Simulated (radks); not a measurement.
# Zn⁺ in [Ar] 3d10 4s1: an all-electron calculation

The task here is to estimate one member of a computed series from the others.

Method: Dirac Kohn-Sham, LDA (Slater exchange, Perdew-Wang correlation), spin-unpolarised, spherical densities, finite nucleus. Code: radks (a radial shooting solver on a logarithmic mesh, Libxc functionals) version 1.

## Starting point

| Item | Value |
| --- | --- |
| element | zinc (Z = 30) |
| charge | +1 |
| electrons | 29 |
| configuration | [Ar] 3d10 4s1 |
| nuclear rms radius | 3.9283 fm |

The outer shells:

Zn⁺
```
[Ar] core
3d [↑↓][↑↓][↑↓][↑↓][↑↓]
4s [↑ ]
```

Set-up of the first run:

Settings of this run:

```text
Z 30
configuration [Ar] 3d10 4s1 4p0 5s0 4d0 4f0
relativity Dirac
functional lda,pw
spin unpolarised
j_filling average
nucleus finite rms 3.9283 fm
c 137.035999084
```

One table of the session follows, with a row left open; its other results are not shown here.

It belongs to the step «Shells». From the orbitals of this run (lengths in bohr):

```
level      <r>  outermost maximum (interpolated)  90 % within  nodes
1s1/2  0.05038                            0.0330       0.0900      0
2s1/2   0.2264                             0.190        0.351      1
2p1/2   0.1961                             0.150        0.321      0
2p3/2   0.1995                             0.153        0.326      0
3s1/2   0.6825                             0.589         1.02      2
3p1/2   0.7070                             0.587         1.09      1
3p3/2   0.7180                             0.595         1.11      1
3d3/2   0.8929                             0.562         1.57      0
3d5/2   0.9006                             0.565         1.59      0
4s1/2    2.378                              1.98         3.58      3
4p1/2    3.055                              2.49         4.68      2
4p3/2        ?                                 ?            ?      ?
5s1/2    6.441                              5.77         9.42      4
4d3/2    6.483                              5.18         10.1      1
4d5/2    6.502                              5.20         10.2      1
4f5/2    16.56                              14.7         24.5      0
4f7/2    16.56                              14.7         24.5      0
```

**Question.** Estimate the row for 4p3/2.

The run gave: <r>: 3.094; outermost maximum (interpolated): 2.52; 90 % within: 4.73; nodes: 2. In the column «<r>» it lies between 4p1/2 (3.055) and 5s1/2 (6.441).

To keep in mind: Spin polarisation and multiplet splitting are left out.
